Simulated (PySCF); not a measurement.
# C2H9GaSi: the cost of one run

The runs use PySCF 2.14.0, with density-fitted response routines of our own; the level of theory stands in each step. All values are computed, except where a source is named. Atoms are numbered from 0 throughout.

## 1. The molecule as given

13 atoms, charge 0, multiplicity 1; geometry from: PBE0-D3(BJ)/def2-SVP.

Bonds of the start (Å): C0–Ga1 1.97, Ga1–C2 1.97, C2–Si3 1.88, C0–H4 1.10, C0–H5 1.10, C0–H6 1.10, Ga1–H7 1.58, C2–H8 1.10, C2–H9 1.10, Si3–H10 1.50, Si3–H11 1.50, Si3–H12 1.50.

## 2. Core holes by ΔSCF: SCAN, X2C

The job: settings as JSON, then the geometry in Å.

```
{"job": {"kind": "xps"}, "charge": 0, "multiplicity": 1}
C      2.302451    -0.350600    -0.042096
Ga     0.837613     0.946806     0.157912
C     -0.917201     0.601891    -0.679226
Si    -1.980499    -0.573173     0.323283
H      2.117490    -1.077431    -0.846544
H      2.417913    -0.911969     0.900961
H      3.262785     0.154603    -0.229401
H      1.023401     2.251507     1.023165
H     -1.469060     1.546148    -0.816719
H     -0.758418     0.143798    -1.670889
H     -2.217490    -0.035029     1.701397
H     -3.317111    -0.816660    -0.306608
H     -1.296035    -1.896875     0.474393
```

Level: delta-SCF UKS SCAN, pcX-2 on the ionised atom, pcseg-1 elsewhere, spin-free X2C.

Started as:

```sh
> OMP_NUM_THREADS=1 python probes_run.py task.json out
```

One launch serves the whole session: the jobs run in the order shown.

Q: Estimate the wall time and peak memory of this first job on 1 thread of Arm Neoverse V1, shared host.

About 27 s, with a peak of 0.58 GiB.
